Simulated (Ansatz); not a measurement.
# CuPdS2 (NaFeO2 type): one cell, many starting occupations (series 2), part 2 of 2

DFT+U has many self-consistent solutions. How far apart do the states of CuPdS2 (NaFeO2 type) lie when only the starting occupations change? Cell and atoms stay fixed. The start comes from a prototype table, not from a measured structure.

Ansatz 0.2.0; DFT PBE+U (U_eff = 4 eV on Cu d, Pd d), plane waves, PAW. Earlier steps stand in the parts before.

**5. Random orbitals: fully mixed, one electron more**

input.yaml reads:

```yaml
crystal:
  lattice:
    - [1.81807353, 1.04966524, 6.60030067]
    - [-1.81807353, 1.04966524, 6.60030067]
    - [0.0, -2.09933048, 6.60030067]
  atoms:
    - { symbol: Cu, position: [0.5, 0.5, 0.5], spin: 0.3 }
    - { symbol: Pd, position: [0.0, 0.0, 0.0], spin: 1.0 }
    - { symbol: S, position: [0.2667, 0.2667, 0.2667] }
    - { symbol: S, position: [0.7333, 0.7333, 0.7333] }
basis:
  ecutwfc: 420
  ecutrho_ratio: 4
kpoints:
  mp_grid: { grid: [6, 6, 6] }
hamiltonian:
  xc: pbe
  hubbard:
    sites:
      - { site: 0, l: d, u_eff: 4.0, starting_ns: [{ spin: up, occupation_matrix: s0up }, { spin: down, occupation_matrix: s0down }] }
      - { site: 1, l: d, u_eff: 4.0, starting_ns: [{ spin: up, occupation_matrix: s1up }, { spin: down, occupation_matrix: s1down }] }
    occupation_matrices:
      s0up:
        matrix:
          - [0.97, 0.0, 0.0, 0.0, 0.0]
          - [0.0, 0.97, 0.0, 0.0, 0.0]
          - [0.0, 0.0, 0.97, 0.0, 0.0]
          - [0.0, 0.0, 0.0, 0.97, 0.0]
          - [0.0, 0.0, 0.0, 0.0, 0.97]
      s0down:
        matrix:
          - [0.97, 0.0, 0.0, 0.0, 0.0]
          - [0.0, 0.97, 0.0, 0.0, 0.0]
          - [0.0, 0.0, 0.97, 0.0, 0.0]
          - [0.0, 0.0, 0.0, 0.97, 0.0]
          - [0.0, 0.0, 0.0, 0.0, 0.97]
      s1up:
        matrix:
          - [0.97, 0.0, 0.0, 0.0, 0.0]
          - [0.0, 0.97, 0.0, 0.0, 0.0]
          - [0.0, 0.0, 0.97, 0.0, 0.0]
          - [0.0, 0.0, 0.0, 0.97, 0.0]
          - [0.0, 0.0, 0.0, 0.0, 0.97]
      s1down:
        matrix:
          - [0.95851, -0.07208, 0.0585, 0.03343, 0.03239]
          - [-0.07208, 0.51784, 0.36697, 0.2097, 0.20314]
          - [0.0585, 0.36697, 0.67217, -0.17019, -0.16487]
          - [0.03343, 0.2097, -0.17019, 0.87275, -0.09421]
          - [0.03239, 0.20314, -0.16487, -0.09421, 0.87873]
    ns_hold: { iters: 5 }
scf:
  occupations: { method: gaussian, width: 0.05 }
  lower_state_search: "off"
  max_iter: 150
output:
  forces: true
  stress: true
  eigenvalues: true
  populations: true
  hubbard: { sites: [{ site: 0, l: d }, { site: 1, l: d }] }
magnetization:
  spin_polarized: true
```

The typed matrices put 0.97 on the chosen orbitals and 0.02 on the others, and are held for 5 cycles.

Run with:

```sh
$ ansatz run input.yaml --threads 2 --pin off --max-ram 3072MiB --backend cpu --events-out ev --progress --plain --runs-dir out
```

The program printed, shortened:

```text
Warning: crystal.symmetry: narrowed to the stabiliser of the occupation matrices — unitary ops 12 → 2; lowered by the specified shell (site 1, l: d); largest admitted image defect 4.4e-16, smallest excluded 4.8e-1 — at a splitting's scale: the group the occupation matrices' own texture admits
Warning: RAYON_NUM_THREADS=2 ignored (pool sized by the plan → 2); use --threads N
[...]
Cu: projections on atomic orbitals take those of the free atom [Ne] 3s2 3p6 3d10 4s1, of charge +0.00 (hamiltonian.pseudopotentials.projection_atoms); the dataset's partial waves leave at most 2.0e-6 of an orbital's norm unspanned inside its sphere
Pd: projections on atomic orbitals take those of the free atom [Ar 3d10] 4s2 4p6 4d10, of charge +0.00 (hamiltonian.pseudopotentials.projection_atoms); the dataset's partial waves leave at most 1.0e-5 of an orbital's norm unspanned inside its sphere
S: projections on atomic orbitals take those of the free atom [Ne] 3s2 3p4, of charge +0.00 (hamiltonian.pseudopotentials.projection_atoms); the dataset's partial waves leave at most 1.6e-7 of an orbital's norm unspanned inside its sphere
[...]
Pseudopotentials: kind: paw
Pseudopotential: Cu, paw, valence charge 19, recommended cutoff 420 eV (normal), Cu.paw.azcp
[...]
WARN: the starting moments were not kept: the SCF closed with an absolute magnetisation of 7.8e-6 μB, where they sum to 1.3 μB in size (2 sites). That is at most 0.1 of that sum. Measured as dr2_m measures the in/out step, that magnetisation stands 1.1e-11 eV from none, at or under the [...]
WARN: hamiltonian.hubbard: on 1 of 4 specified blocks the occupation matrix of this SCF's result fails the test of the specified filling. At site 1 ↓ (sites count from 0 in the list of atoms of the cell that this SCF solves) the least filled combination of the orbitals specified full has [...]
     2      S      6.5561    -0.0000
     3      S      6.5561    -0.0000
  spilling = 0.005578 (of n_electrons = 49.000000)
--- Occupation matrices: 2 shells (run DFT+U table (all-electron-ortho-atomic); ε = 1.63e-4) ---
  Cu0 d_3D: site group D3d (-3m)
  Cu0 d_3D up     Tr n = 4.9496  λ = 0.979 0.979 0.995 0.998 0.998  [2× yz 0.41 Eg(1.00) | z2 1.00 A1g(1.00) | 2× x2-y2 0.41 Eg(1.00)]
  Cu0 d_3D dn     Tr n = 4.9496  λ = 0.979 0.979 0.995 0.998 0.998  [2× yz 0.41 Eg(1.00) | z2 1.00 A1g(1.00) | 2× x2-y2 0.41 Eg(1.00)]
  specified occupation → Cu0 d_3D up: matrix, ‖Δ‖_F = 0.0486, Tr Δ = -0.0996, displaced = 0.0498, d_λ = 0.0486; orbital distance = 0.0000
  specified occupation → Cu0 d_3D dn: matrix, ‖Δ‖_F = 0.0486, Tr Δ = -0.0996, displaced = 0.0498, d_λ = 0.0486; orbital distance = 0.0000
  Pd1 d_4D: site group D3d (-3m)
  Pd1 d_4D up     Tr n = 4.5170  λ = 0.776 0.776 0.988 0.989 0.989  [2× yz 0.32 (Eg 1.00) Eg(1.00) | z2 1.00 (T2g 1.00) A1g(1.00) | 2× x2-y2 0.32 (T2g 1.00) Eg(1.00)]
  Pd1 d_4D dn     Tr n = 4.5170  λ = 0.776 0.776 0.988 0.989 0.989  [2× xz 0.32 (Eg 1.00) Eg(1.00) | z2 1.00 (T2g 1.00) A1g(1.00) | 2× xy 0.32 (T2g 1.00) Eg(1.00)]
  specified occupation → Pd1 d_4D up: matrix, ‖Δ‖_F = 0.2769, Tr Δ = +0.3330, displaced = 0.2224, d_λ = 0.2769; orbital distance = 0.0000
  specified occupation → Pd1 d_4D dn: matrix, ‖Δ‖_F = 0.8751, Tr Δ = -0.6170, displaced = 0.5781, d_λ = 0.7808; orbital distance = 0.9409
  Tr n, λ and their labels are of the run-group-symmetrised matrices; stabiliser: 24 of 24 elements of G0×{1,Θ} (closed), max defect 2.7e-6 at τ = 3.5e-5
```

Wall time 67 s (2 threads of Arm Neoverse N1, shared host); peak memory 0.77 GiB.

It ends with no gap, pressure -7.1 GPa, no moment over 0.05 μB in any sphere, largest force component 0.62 eV/Å, 2 symmetry operations imposed. The program reports that the typed filling wasn't kept.

The shells' filling, with natural orbitals sorted by occupation:

| shell | channel | electrons | over 0.8 | 0.2 to 0.8 | under 0.2 |
| --- | --- | --- | --- | --- | --- |
| Cu 3d (atom 1) | up | 4.95 | 5 | 0 | 0 |
| Cu 3d (atom 1) | down | 4.95 | 5 | 0 | 0 |
| Pd 4d (atom 2) | up | 4.52 | 3 | 2 | 0 |
| Pd 4d (atom 2) | down | 4.52 | 3 | 2 | 0 |

**6. Random orbitals: drawn by pairs, second filling**

Edit input.yaml of step 5 so:

```diff
@@ -6,4 +6,4 @@
   atoms:
-    - { symbol: Cu, position: [0.5, 0.5, 0.5], spin: 0.3 }
-    - { symbol: Pd, position: [0.0, 0.0, 0.0], spin: 1.0 }
+    - { symbol: Cu, position: [0.5, 0.5, 0.5], spin: 1.0 }
+    - { symbol: Pd, position: [0.0, 0.0, 0.0], spin: 0.3 }
     - { symbol: S, position: [0.2667, 0.2667, 0.2667] }
@@ -33,5 +33,5 @@
           - [0.0, 0.97, 0.0, 0.0, 0.0]
-          - [0.0, 0.0, 0.97, 0.0, 0.0]
+          - [0.0, 0.0, 0.25587, 0.0, -0.41042]
           - [0.0, 0.0, 0.0, 0.97, 0.0]
-          - [0.0, 0.0, 0.0, 0.0, 0.97]
+          - [0.0, 0.0, -0.41042, 0.0, 0.73413]
       s1up:
@@ -39,4 +39,4 @@
           - [0.97, 0.0, 0.0, 0.0, 0.0]
-          - [0.0, 0.97, 0.0, 0.0, 0.0]
-          - [0.0, 0.0, 0.97, 0.0, 0.0]
+          - [0.0, 0.25587, 0.41042, 0.0, 0.0]
+          - [0.0, 0.41042, 0.73413, 0.0, 0.0]
           - [0.0, 0.0, 0.0, 0.97, 0.0]
@@ -45,8 +45,8 @@
         matrix:
-          - [0.95851, -0.07208, 0.0585, 0.03343, 0.03239]
-          - [-0.07208, 0.51784, 0.36697, 0.2097, 0.20314]
-          - [0.0585, 0.36697, 0.67217, -0.17019, -0.16487]
-          - [0.03343, 0.2097, -0.17019, 0.87275, -0.09421]
-          - [0.03239, 0.20314, -0.16487, -0.09421, 0.87873]
-    ns_hold: { iters: 5 }
+          - [0.97, 0.0, 0.0, 0.0, 0.0]
+          - [0.0, 0.495, 0.475, 0.0, 0.0]
+          - [0.0, 0.475, 0.495, 0.0, 0.0]
+          - [0.0, 0.0, 0.0, 0.97, 0.0]
+          - [0.0, 0.0, 0.0, 0.0, 0.97]
+    ns_hold: { iters: 12 }
 scf:
```

The typed matrices put 0.97 on the chosen orbitals and 0.02 on the others, and are held for 12 cycles.

Run with:

```sh
$ ansatz run input.yaml --threads 2 --pin off --max-ram 3072MiB --backend cpu --events-out ev --progress --plain --runs-dir out
```

The program printed, shortened:

```text
Warning: crystal.symmetry: narrowed to the stabiliser of the occupation matrices — unitary ops 12 → 2; lowered by the specified shells (site 0, l: d), (site 1, l: d); largest admitted image defect 4.4e-16, smallest excluded 5.4e-1 — at a splitting's scale: the group the occupation [...]
Warning: RAYON_NUM_THREADS=2 ignored (pool sized by the plan → 2); use --threads N
[...]
Cu: projections on atomic orbitals take those of the free atom [Ne] 3s2 3p6 3d10 4s1, of charge +0.00 (hamiltonian.pseudopotentials.projection_atoms); the dataset's partial waves leave at most 2.0e-6 of an orbital's norm unspanned inside its sphere
Pd: projections on atomic orbitals take those of the free atom [Ar 3d10] 4s2 4p6 4d10, of charge +0.00 (hamiltonian.pseudopotentials.projection_atoms); the dataset's partial waves leave at most 1.0e-5 of an orbital's norm unspanned inside its sphere
S: projections on atomic orbitals take those of the free atom [Ne] 3s2 3p4, of charge +0.00 (hamiltonian.pseudopotentials.projection_atoms); the dataset's partial waves leave at most 1.6e-7 of an orbital's norm unspanned inside its sphere
[...]
[... 2 set-up lines as earlier in the session ...]
[...]
WARN: the starting moments were not kept: the SCF closed with an absolute magnetisation of 5.6e-5 μB, where they sum to 1.3 μB in size (2 sites). That is at most 0.1 of that sum. Measured as dr2_m measures the in/out step, that magnetisation stands 8.7e-10 eV from none, at or under the [...]
WARN: hamiltonian.hubbard: on 3 of 4 specified blocks the occupation matrix of this SCF's result fails the test of the specified filling. At site 0 ↓ (sites count from 0 in the list of atoms of the cell that this SCF solves) the least filled combination of the orbitals specified full has [...]
     0     Cu     18.5760    -0.0000
     1     Pd     17.0385    -0.0000
     2      S      6.5561    -0.0000
     3      S      6.5561    -0.0000
  spilling = 0.005578 (of n_electrons = 49.000000)
--- Occupation matrices: 2 shells (run DFT+U table (all-electron-ortho-atomic); ε = 5.47e-4) ---
  Cu0 d_3D: site group D3d (-3m)
  Cu0 d_3D up     Tr n = 4.9496  λ = 0.979 0.979 0.995 0.998 0.998  [2× xz 0.41 Eg(1.00) | z2 1.00 A1g(1.00) | 2× xy 0.41 Eg(1.00)]
  Cu0 d_3D dn     Tr n = 4.9496  λ = 0.979 0.979 0.995 0.998 0.998  [2× yz 0.41 Eg(1.00) | z2 1.00 A1g(1.00) | 2× x2-y2 0.41 Eg(1.00)]
  specified occupation → Cu0 d_3D up: matrix, ‖Δ‖_F = 0.0486, Tr Δ = -0.0996, displaced = 0.0498, d_λ = 0.0486; orbital distance = 0.0000
  specified occupation → Cu0 d_3D dn: matrix, ‖Δ‖_F = 0.9667, Tr Δ = -1.0496, displaced = 0.5248, d_λ = 0.9605; orbital distance = 0.9153
  Pd1 d_4D: site group D3d (-3m)
  Pd1 d_4D up     Tr n = 4.5170  λ = 0.776 0.776 0.988 0.989 0.989  [2× xz 0.32 (Eg 1.00) Eg(1.00) | 3× z2 0.33 (T2g 1.00) Eg(0.67)]
  Pd1 d_4D dn     Tr n = 4.5170  λ = 0.776 0.776 0.988 0.989 0.989  [2× yz 0.32 (Eg 1.00) Eg(1.00) | 3× z2 0.33 (T2g 1.00) Eg(0.67)]
  specified occupation → Pd1 d_4D up: matrix, ‖Δ‖_F = 0.8673, Tr Δ = -0.6170, displaced = 0.5707, d_λ = 0.7808; orbital distance = 0.9230
  specified occupation → Pd1 d_4D dn: matrix, ‖Δ‖_F = 0.8673, Tr Δ = -0.6170, displaced = 0.5707, d_λ = 0.7808; orbital distance = 0.9230
  Tr n, λ and their labels are of the run-group-symmetrised matrices; stabiliser: 24 of 24 elements of G0×{1,Θ} (closed), max defect 2.5e-5 at τ = 1.2e-4
```

Wall time 94 s (2 threads of Arm Neoverse N1, shared host); peak memory 0.77 GiB.

End state: no gap, pressure -7.1 GPa, no moment over 0.05 μB in any sphere, largest force component 0.62 eV/Å, 2 symmetry operations imposed. The program reports that the typed filling wasn't kept.

The shells' filling, with natural orbitals sorted by occupation:

| shell | channel | electrons | over 0.8 | 0.2 to 0.8 | under 0.2 |
| --- | --- | --- | --- | --- | --- |
| Cu 3d (atom 1) | up | 4.95 | 5 | 0 | 0 |
| Cu 3d (atom 1) | down | 4.95 | 5 | 0 | 0 |
| Pd 4d (atom 2) | up | 4.52 | 3 | 2 | 0 |
| Pd 4d (atom 2) | down | 4.52 | 3 | 2 | 0 |

**7. All runs side by side**

What follows sums up all 2 parts.

Energies count from the lowest free state and have the smearing extrapolated to zero.

| start | energy (meV/atom) | gap (eV) | pressure (GPa) | largest moment (μB) | SCF cycles | time |
| --- | --- | --- | --- | --- | --- | --- |
| random orbitals: drawn by pairs, second filling | 0.0 | metal | -7.1 | 0.00 | 33 | 94 s |
| natural orbitals of the symmetric run, filled by rank (earlier series) | 0.0 | metal | -7.1 | 0.00 | 30 | 65 s |
| random orbitals: fully mixed, first filling | 0.0 | metal | -7.1 | 0.00 | 29 | 89 s |
| random orbitals: single harmonics, first filling | 0.0 | metal | -7.1 | 0.00 | 33 | 66 s |
| random orbitals: single harmonics, second filling | 0.0 | metal | -7.1 | 0.00 | 26 | 49 s |
| random orbitals: fully mixed, one electron more | 0.0 | metal | -7.1 | 0.00 | 22 | 67 s |

The 6 free runs end within about 1 meV/atom of each other. The lowest state found need not be the ground state, and the geometry wasn't relaxed for any of them.
